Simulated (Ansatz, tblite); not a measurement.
# C27H17F3O4: a ladder of methods and basis sets

Aim: run the singlet of C27H17F3O4 at one geometry on many levels, and compare frontier levels, spin and run time.

Method: as each input shows; program: Ansatz 0.2.0, Gaussian basis.

Levels to be run: GFN1-xTB, GFN2-xTB, PBE-D4/def2-TZVP, r2SCAN-D4/def2-TZVP, PBE-D4/def2-SVP, PBE0-D4/def2-SVP.

1 further run of the same task is left out (set aside as unsound or not needed).

## 1. The structure

The geometry is that of the singlet, from an earlier relaxation (PBE-D4/def2-SVP).

SMILES `COc1ccc(-c2ccc(-c3ccc(-c4ccc(-c5ccc(C(F)=C(F)F)cc5)o4)o3)o2)cc1`, 51 atoms, charge 0, spin multiplicity 1.

Bond lengths: C1–O2 1.415 Å, C1–H35 1.114 Å, C1–H36 1.114 Å, C1–H37 1.106 Å, O2–C3 1.360 Å, C3–C4 1.413 Å, C3–C34 1.412 Å, C4–C5 1.392 Å, C4–H38 1.100 Å, C5–C6 1.419 Å, C5–H39 1.099 Å, C6–C7 1.453 Å, C6–C33 1.413 Å, C7–C8 1.390 Å, C7–O32 1.373 Å, C8–C9 1.422 Å, C8–H40 1.095 Å, C9–C10 1.389 Å and more. Angles: O2–C1–H35 111.9°, O2–C1–H36 111.9°, O2–C1–H37 106.5°, H35–C1–H36 108.6°, H35–C1–H37 108.9°, H36–C1–H37 108.9°, C1–O2–C3 118.5°, O2–C3–C4 116.1°, O2–C3–C34 124.7°, C4–C3–C34 119.2°, C3–C4–C5 120.5°, C3–C4–H38 118.2°, C5–C4–H38 121.3°, C4–C5–C6 121.1°, C4–C5–H39 119.8°, C6–C5–H39 119.1°, C5–C6–C7 121.1°, C5–C6–C33 117.9° and more.

PBE0-D4/def2-TZVP was run before; its log isn't repeated, and its numbers join the tables.

## 2. GFN1-xTB

Tight binding, by tblite at 300 K electronic temperature and without a spin-polarisation term:

```python
tblite.interface.Calculator('GFN1-xTB', numbers, positions, charge=0, uhf=0).singlepoint()
```

Energy -2732.7485 eV, HOMO -10.46 eV, LUMO -8.71 eV; 0.14 s.

## 3. GFN2-xTB

Tight binding, by tblite at 300 K electronic temperature and without a spin-polarisation term:

```python
tblite.interface.Calculator('GFN2-xTB', numbers, positions, charge=0, uhf=0).singlepoint()
```

Energy -2637.1747 eV, HOMO -9.71 eV, LUMO -8.01 eV; 0.12 s.

## 4. PBE-D4/def2-TZVP

start.molden holds the orbitals of an earlier run on this state, given as this run's starting guess.

in.yaml

```yaml
crystal:
  periodic: [false, false, false]
  atoms:
    - {symbol: C, position_ang: [-10.770897, 0.432291, -1.333679]}
    - {symbol: O, position_ang: [-9.535114, 0.937761, -1.801044]}
    - {symbol: C, position_ang: [-8.389603, 0.484217, -1.225092]}
    - {symbol: C, position_ang: [-7.184382, 1.021794, -1.728867]}
    - {symbol: C, position_ang: [-5.958222, 0.621633, -1.204338]}
    - {symbol: C, position_ang: [-5.886812, -0.331310, -0.155837]}
    - {symbol: C, position_ang: [-4.608897, -0.747724, 0.395053]}
    - {symbol: C, position_ang: [-4.240921, -1.632580, 1.402082]}
    - {symbol: C, position_ang: [-2.821067, -1.608398, 1.480445]}
    - {symbol: C, position_ang: [-2.395581, -0.705182, 0.515041]}
    - {symbol: C, position_ang: [-1.102368, -0.245021, 0.108135]}
    - {symbol: C, position_ang: [-0.678755, 0.654111, -0.864217]}
    - {symbol: C, position_ang: [0.739802, 0.693888, -0.783729]}
    - {symbol: C, position_ang: [1.100795, -0.182071, 0.233102]}
    - {symbol: C, position_ang: [2.362161, -0.568967, 0.788010]}
    - {symbol: C, position_ang: [2.719455, -1.444338, 1.807564]}
    - {symbol: C, position_ang: [4.136605, -1.392714, 1.893581]}
    - {symbol: C, position_ang: [4.572573, -0.492851, 0.926918]}
    - {symbol: C, position_ang: [5.880212, -0.015544, 0.524610]}
    - {symbol: C, position_ang: [7.053521, -0.465475, 1.181058]}
    - {symbol: C, position_ang: [8.314956, -0.012515, 0.803383]}
    - {symbol: C, position_ang: [8.463289, 0.918954, -0.257154]}
    - {symbol: C, position_ang: [9.751623, 1.438350, -0.706604]}
    - {symbol: F, position_ang: [9.710366, 2.324298, -1.731005]}
    - {symbol: C, position_ang: [10.996398, 1.159044, -0.241093]}
    - {symbol: F, position_ang: [11.256573, 0.320447, 0.754265]}
    - {symbol: F, position_ang: [12.097319, 1.699478, -0.734370]}
    - {symbol: C, position_ang: [7.292001, 1.369367, -0.914323]}
    - {symbol: C, position_ang: [6.030543, 0.913619, -0.532965]}
    - {symbol: O, position_ang: [3.481790, 0.005604, 0.255120]}
    - {symbol: O, position_ang: [-0.020399, -0.754905, 0.776169]}
    - {symbol: O, position_ang: [-3.477554, -0.184974, -0.142106]}
    - {symbol: C, position_ang: [-7.099526, -0.861301, 0.338012]}
    - {symbol: C, position_ang: [-8.337041, -0.465803, -0.182430]}
    - {symbol: H, position_ang: [-10.934861, 0.664271, -0.257005]}
    - {symbol: H, position_ang: [-10.850427, -0.669234, -1.475865]}
    - {symbol: H, position_ang: [-11.558662, 0.928167, -1.930739]}
    - {symbol: H, position_ang: [-7.244034, 1.760489, -2.541232]}
    - {symbol: H, position_ang: [-5.027707, 1.048112, -1.604295]}
    - {symbol: H, position_ang: [-4.921511, -2.232112, 2.015324]}
    - {symbol: H, position_ang: [-2.173580, -2.175821, 2.156238]}
    - {symbol: H, position_ang: [-1.329405, 1.210033, -1.546411]}
    - {symbol: H, position_ang: [1.430955, 1.288222, -1.389624]}
    - {symbol: H, position_ang: [2.028294, -2.042395, 2.409457]}
    - {symbol: H, position_ang: [4.772503, -1.953249, 2.586636]}
    - {symbol: H, position_ang: [6.973934, -1.185837, 2.008431]}
    - {symbol: H, position_ang: [9.196507, -0.385395, 1.339545]}
    - {symbol: H, position_ang: [7.385005, 2.089991, -1.737988]}
    - {symbol: H, position_ang: [5.136324, 1.277476, -1.057932]}
    - {symbol: H, position_ang: [-7.080821, -1.602680, 1.150619]}
    - {symbol: H, position_ang: [-9.255360, -0.903213, 0.231148]}
basis:
  gaussian: {orbitals: def2-TZVP, fitting: {mean_field: def2-universal-jkfit}, initial_orbitals: start.molden}
hamiltonian: {xc: pbe, dispersion: d4}
scf: {omitted_lower_state_checks: [starts]}
output: {forces: true, orbitals: {seedname: orbitals}}
```

The run is started by

```console
$ ansatz run in.yaml --threads 2 --pin off --events-out ev --progress --plain --max-ram 32768MiB --backend cuda --devices 0, --max-vram 18GiB
```

After this run come: r2SCAN-D4/def2-TZVP; PBE-D4/def2-SVP; PBE0-D4/def2-SVP.

Q: Predict the results of all the runs planned. Wanted: gap in def2-TZVP, named functionals, smallest and largest; binding an atom, functionals in def2-TZVP; PBE0 total energy, smallest basis above largest.

**Answer**, as computed:

| quantity | value |
| --- | --- |
| gap in def2-TZVP, named functionals, smallest and largest | 1.78 eV (PBE-D4), 3.08 eV (PBE0-D4) |
| binding an atom, functionals in def2-TZVP | 5.26 (r2SCAN-D4) to 5.46 eV (PBE-D4) |
| PBE0 total energy, smallest basis above largest | 48.61 eV (def2-SVP, def2-TZVP) |

What this shows: Orbital gaps of the named functionals in def2-TZVP span 1.78 eV (PBE-D4) to 3.08 eV (PBE0-D4); exact exchange widens it.
